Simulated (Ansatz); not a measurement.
# C3H8Cl3NTi: basis-set convergence

How large a basis does C3H8Cl3NTi need? Two functionals are run in growing sets.

The runs use Ansatz 0.2.0, Gaussian basis; one geometry, several basis sets.

Plan: PBE0-D4/def2-SVP; ωB97M-V/def2-SVP; PBE0-D4/def2-QZVPP; ωB97M-V/def2-QZVPP; the functionals' def2-TZVPP values are taken from earlier runs.

**1. Structure used throughout**

The geometry comes from an earlier relaxation with PBE0-D4 in a triple-zeta def2 set; it is a stationary point, not always the lowest conformer.

SMILES `CC[N](C)[Ti]([Cl])([Cl])[Cl]`, 16 atoms, charge 0, spin multiplicity 1.

Atoms are counted from 1 here; the program's logs count them from 0.

Bond lengths: C1–C2 1.518 Å, C1–H9 1.092 Å, C1–H10 1.092 Å, C1–H11 1.091 Å, C2–N3 1.457 Å, C2–H12 1.098 Å, C2–H13 1.098 Å, N3–C4 1.442 Å, N3–Ti5 1.824 Å, C4–H14 1.089 Å, C4–H15 1.095 Å, C4–H16 1.097 Å, Ti5–Cl6 2.188 Å, Ti5–Cl7 2.206 Å, Ti5–Cl8 2.207 Å. Angles: C2–C1–H9 109.8°, C2–C1–H10 110.4°, C2–C1–H11 111.7°, H9–C1–H10 108.3°, H9–C1–H11 107.7°, H10–C1–H11 108.7°, C1–C2–N3 113.6°, C1–C2–H12 109.0°, C1–C2–H13 111.3°, N3–C2–H12 108.6°, N3–C2–H13 108.4°, H12–C2–H13 105.6°, C2–N3–C4 116.3°, C2–N3–Ti5 111.6°, C4–N3–Ti5 132.1°, N3–C4–H14 110.2°, N3–C4–H15 111.2°, N3–C4–H16 110.2° and more.

As a file:

```mol
C3H8Cl3NTi
  3D, bonds by distance, orders not assigned

 16 15  0  0  0  0  0  0  0  0999 V2000
   -0.2207   -1.3128   -1.4443 C   0  0
    0.7073   -0.5736   -0.4980 C   0  0
    0.0074    0.2205    0.5029 N   0  0
   -0.7253   -0.5158    1.5027 C   0  0
    0.3020    2.0057    0.2713 Ti  0  0
   -0.8746    3.0708    1.7781 Cl  0  0
    2.4628    2.3653    0.5323 Cl  0  0
   -0.3196    2.5343   -1.7794 Cl  0  0
    0.3647   -1.8497   -2.1932 H   0  0
   -0.8773   -0.6101   -1.9607 H   0  0
   -0.8365   -2.0436   -0.9171 H   0  0
    1.3576    0.0915   -1.0815 H   0  0
    1.3827   -1.2672    0.0205 H   0  0
   -1.1395    0.1663    2.2434 H   0  0
   -1.5513   -1.0784    1.0553 H   0  0
   -0.0624   -1.2259    2.0121 H   0  0
  1  2  8  0
  2  3  8  0
  3  4  8  0
  3  5  8  0
  5  6  8  0
  5  7  8  0
  5  8  8  0
  1  9  8  0
  1 10  8  0
  1 11  8  0
  2 12  8  0
  2 13  8  0
  4 14  8  0
  4 15  8  0
  4 16  8  0
M  END
```

**2. PBE0-D4 in def2-SVP**

The input, in.yaml:

```yaml
crystal:
  periodic: [false, false, false]
  atoms:
    - {symbol: C, position_ang: [-0.220743, -1.312804, -1.444295]}
    - {symbol: C, position_ang: [0.707302, -0.573610, -0.498047]}
    - {symbol: N, position_ang: [0.007397, 0.220457, 0.502926]}
    - {symbol: C, position_ang: [-0.725296, -0.515780, 1.502714]}
    - {symbol: Ti, position_ang: [0.302032, 2.005684, 0.271291]}
    - {symbol: Cl, position_ang: [-0.874624, 3.070753, 1.778070]}
    - {symbol: Cl, position_ang: [2.462813, 2.365270, 0.532338]}
    - {symbol: Cl, position_ang: [-0.319607, 2.534321, -1.779361]}
    - {symbol: H, position_ang: [0.364720, -1.849746, -2.193175]}
    - {symbol: H, position_ang: [-0.877327, -0.610133, -1.960702]}
    - {symbol: H, position_ang: [-0.836460, -2.043570, -0.917104]}
    - {symbol: H, position_ang: [1.357606, 0.091475, -1.081462]}
    - {symbol: H, position_ang: [1.382715, -1.267200, 0.020463]}
    - {symbol: H, position_ang: [-1.139534, 0.166323, 2.243437]}
    - {symbol: H, position_ang: [-1.551325, -1.078374, 1.055332]}
    - {symbol: H, position_ang: [-0.062369, -1.225867, 2.012076]}
basis:
  gaussian: {orbitals: def2-SVP}
hamiltonian: {xc: pbe0, dispersion: d4}
output: {orbitals: {seedname: orbitals}}
```

Run with:

```bash
ansatz run in.yaml --threads 4 --pin off --events-out ev --progress --plain --max-ram 41984MiB --backend cpu
```

Further steps of the session: ωB97M-V in def2-SVP; PBE0-D4 in def2-QZVPP; ωB97M-V in def2-QZVPP.

**Question.** What will the summary of the whole plan be? Wanted: PBE0-D4: double and triple zeta above quadruple; ωB97M-V: double and triple zeta above quadruple.

**Answer**, as computed:

| quantity | value |
| --- | --- |
| PBE0-D4: double and triple zeta above quadruple | 22.92, 1.81 eV |
| ωB97M-V: double and triple zeta above quadruple | 22.94, 1.72 eV |

**Reading.** For PBE0-D4 the step from double to triple zeta gains 21.11 eV and the next only 1.81 eV. These are total energies; as a rule much of such shifts cancels in differences, which this series doesn't test.
